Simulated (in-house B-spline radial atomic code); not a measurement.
# Ce⁺: other nuclei and constants

Thought experiments on Ce⁺: change the model or size of the nucleus and the speed of light, one thing at a time, and follow the levels.

Method: Dirac-Hartree-Fock, average of configuration, Fermi nucleus, basis-set limit. Code: in-house B-spline radial atomic code version 1.

### 1 The system

| Quantity | Value |
| --- | --- |
| element | cerium (Z = 58) |
| charge | +1 |
| electrons | 57 |
| configuration | [Xe] 4f1 5d2 |
| Hamiltonian | Dirac-Coulomb |
| nucleus | Fermi, rms radius 4.877 fm |

Outer shells as boxes (Hund's rule):

[Xe] 4f1 5d2
```
[Xe] core
4f [↑ ][  ][  ][  ][  ][  ][  ]
5d [↑ ][↑ ][  ][  ][  ]
```

The boxes draw the filling by Hund's rule, which heavy ions in jj coupling don't follow; these runs average over all states of the configuration.

Input settings:

```ini
Z = 58
electrons = 57.0
configuration = [Xe] 4f1 5d2
hamiltonian = dirac
method = hf
spin_polarised = False
nucleus = fermi
rms_radius = 4.8771
mass_number = 140
atomic_mass = 139.905448433
speed_of_light = 137.035999084
```

The reference is known from an earlier run: -8860.887154 hartree (electron-nucleus part -21577.2899, recoil term 0.02294802) in all. Up to eight levels, counted from the top:

| orbital | occupation | energy (eV) | <r> (bohr) |
| --- | --- | --- | --- |
| 4d5/2 | 6 | -129.14 | 0.7489 |
| 5s1/2 | 2 | -54.683 | 1.547 |
| 5p1/2 | 2 | -35.308 | 1.727 |
| 5p3/2 | 4 | -32.379 | 1.804 |
| 4f5/2 | 0.428571 | -18.172 | 1.045 |
| 4f7/2 | 0.571429 | -17.889 | 1.053 |
| 5d3/2 | 0.8 | -10.352 | 2.845 |
| 5d5/2 | 1.2 | -10.216 | 2.892 |

### 2 Gaussian nucleus

Input settings:

```ini
Z = 58
electrons = 57.0
configuration = [Xe] 4f1 5d2
hamiltonian = dirac
method = hf
spin_polarised = False
nucleus = gauss
rms_radius = 4.8771
mass_number = 140
atomic_mass = 139.905448433
speed_of_light = 137.035999084
```

### 3 Uniform sphere

Changes to the settings of step 2:

```diff
@@ -6,3 +6,3 @@
 spin_polarised = False
-nucleus = gauss
+nucleus = sphere
 rms_radius = 4.8771
```

### 4 Nearly point-like nucleus (rms radius 0.01 fm)

Changes to the settings of step 3:

```diff
@@ -6,4 +6,4 @@
 spin_polarised = False
-nucleus = sphere
-rms_radius = 4.8771
+nucleus = gauss
+rms_radius = 0.01
 mass_number = 140
```

### 5 Rms radius × 0.98

Changes to the settings of step 4:

```diff
@@ -6,4 +6,4 @@
 spin_polarised = False
-nucleus = gauss
-rms_radius = 0.01
+nucleus = fermi
+rms_radius = 4.7796
 mass_number = 140
```

### 6 Rms radius × 1.02

Changes to the settings of step 5:

```diff
@@ -7,3 +7,3 @@
 nucleus = fermi
-rms_radius = 4.7796
+rms_radius = 4.9746
 mass_number = 140
```

### 7 Speed of light × 0.9

Input settings:

```ini
Z = 58
electrons = 57.0
configuration = [Xe] 4f1 5d2
hamiltonian = dirac
method = hf
spin_polarised = False
nucleus = fermi
rms_radius = 4.8771
mass_number = 140
atomic_mass = 139.905448433
speed_of_light = 123.3323991756
```

By how much, and in which direction, does each change move the total energy and the levels?

**Answer**, as computed:

All values are changes from the reference run; energy changes under 2e-04 eV count as noise.

| change | Δ total energy (eV) | Δ 1s1/2 level (eV) | Δ 5d5/2 level (eV) |
| --- | --- | --- | --- |
| Gaussian nucleus | -0.05087 | -0.02132 | below noise |
| uniform sphere | +0.01644 | +0.006887 | below noise |
| nearly point-like nucleus (rms radius 0.01 fm) | -11.42 | -4.785 | below noise |
| rms radius × 0.98 | -0.4087 | -0.1713 | below noise |
| rms radius × 1.02 | +0.4153 | +0.1741 | below noise |
| speed of light × 0.9 | -2109 | -518.5 | +0.1047 |

**Reading.** The largest shift, -2109 eV, belongs to the run "speed of light × 0.9". A radius 2 % larger raises the energy by 0.415 eV, and one 2 % smaller lowers it by 0.409 eV. At a fixed rms radius the shape of the nuclear charge matters less than that: at most 0.051 eV.
